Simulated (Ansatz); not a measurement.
# AlH3O2Si: the cost of one run

All numbers are computed with Ansatz 0.2.0 through its Python package. Level of theory: Hartree-Fock/6-31G*.

## Step 1: Starting point

Bond lengths: O1–Al2 1.801 Å, Al2–O3 1.811 Å, Al2–Si4 2.398 Å, O3–Si4 1.756 Å, O1–H5 1.046 Å, Si4–H6 1.474 Å, Si4–H7 1.432 Å. Angles: O1–Al2–O3 147.2°, O1–Al2–Si4 138.1°, O3–Al2–Si4 46.8°, Al2–O1–H5 104.7°, Al2–O3–Si4 84.5°, Al2–Si4–O3 48.7°, Al2–Si4–H6 114.8°, Al2–Si4–H7 119.7°, O3–Si4–H6 110.4°, O3–Si4–H7 111.4°, H6–Si4–H7 124.8°.

No structure file is read: the coordinates are typed or built in the script.

## Step 2: The code

File alh3o2si.py:

```python
import ansatz
import numpy as np

geometry_ang = [
    ("O", (-2.0111, -1.0503, -1.1462)),
    ("Al", (-0.8775, -0.6151, 0.1845)),
    ("O", (0.6795, -0.9745, 1.0357)),
    ("Si", (1.1647, 0.6116, 0.4586)),
    ("H", (-2.2403, -0.14, -1.6067)),
    ("H", (1.1564, 1.5861, 1.5647)),
    ("H", (2.1896, 0.5142, -0.5362)),
]
system = ansatz.Crystal.molecule()
for symbol, xyz in geometry_ang:
    system = system.atom(symbol, xyz)

calculation = (
    system.calculation()
    .basis(gaussian="6-31G*")
    .functional("HF")
    .scf(lower_state_search="light")
)
symbols = [site.symbol for site in system.cartesian_sites]
start = np.array([site.position_ang for site in system.cartesian_sites], dtype=float)
data = calculation.relax(force_tolerance=0.02, max_steps=100).run(threads=1, backend="cpu").report
end = np.array(data["positions_ang"])
minimum = ansatz.Crystal.molecule()
for symbol, place in zip(symbols, end):
    minimum = minimum.atom(symbol, place.tolist())

calculation = (
    minimum.calculation()
    .basis(gaussian="6-31G*")
    .functional("HF")
    .scf(lower_state_search="light")
    .md("nve", timestep=0.25, steps=40, temperature=800, initial_velocities="maxwell_boltzmann", seed=70)
)
frames = []
res = calculation.session().plan().execute(on_event=lambda e: frames.append(e["data"]) if e["event"] == "md_step" else None)
print("t (fs)   E_pot (eV)      E_kin (eV)   T (K)   d(0-1) (A)")
for f in frames[::2]:
    xyz = np.array(f["positions_ang"])
    print(f"{f['time_fs']:6.2f} {f['lagrangian_ev']:14.5f} {f['e_kin_ev']:10.5f} {f['temperature_k']:8.1f} {np.linalg.norm(xyz[0] - xyz[1]):9.4f}")
kept = np.array([f["conserved_ev"] for f in frames])
print(f"conserved energy moves by at most {1000 * np.ptp(kept):.3f} meV")
```

## Step 3: The calls as engine input

The engine receives this input (first run):

```yaml
crystal:
  periodic: [false, false, false]
  atoms:
    - { symbol: O, position_ang: [-2.0111, -1.0503, -1.1462] }
    - { symbol: Al, position_ang: [-0.8775, -0.6151, 0.1845] }
    - { symbol: O, position_ang: [0.6795, -0.9745, 1.0357] }
    - { symbol: Si, position_ang: [1.1647, 0.6116, 0.4586] }
    - { symbol: H, position_ang: [-2.2403, -0.14, -1.6067] }
    - { symbol: H, position_ang: [1.1564, 1.5861, 1.5647] }
    - { symbol: H, position_ang: [2.1896, 0.5142, -0.5362] }
basis:
  gaussian:
    orbitals: "6-31G*"
hamiltonian:
  xc: hf
scf:
  lower_state_search: light
relax:
  f_tol: 0.02
  max_steps: 100
```

## Step 4: Launch

On the command line:

```
$ python alh3o2si.py
```

What time and memory should one allow on 1 thread of Arm Neoverse V1, shared host?

About 64 s, with a peak of 0.2 GiB.
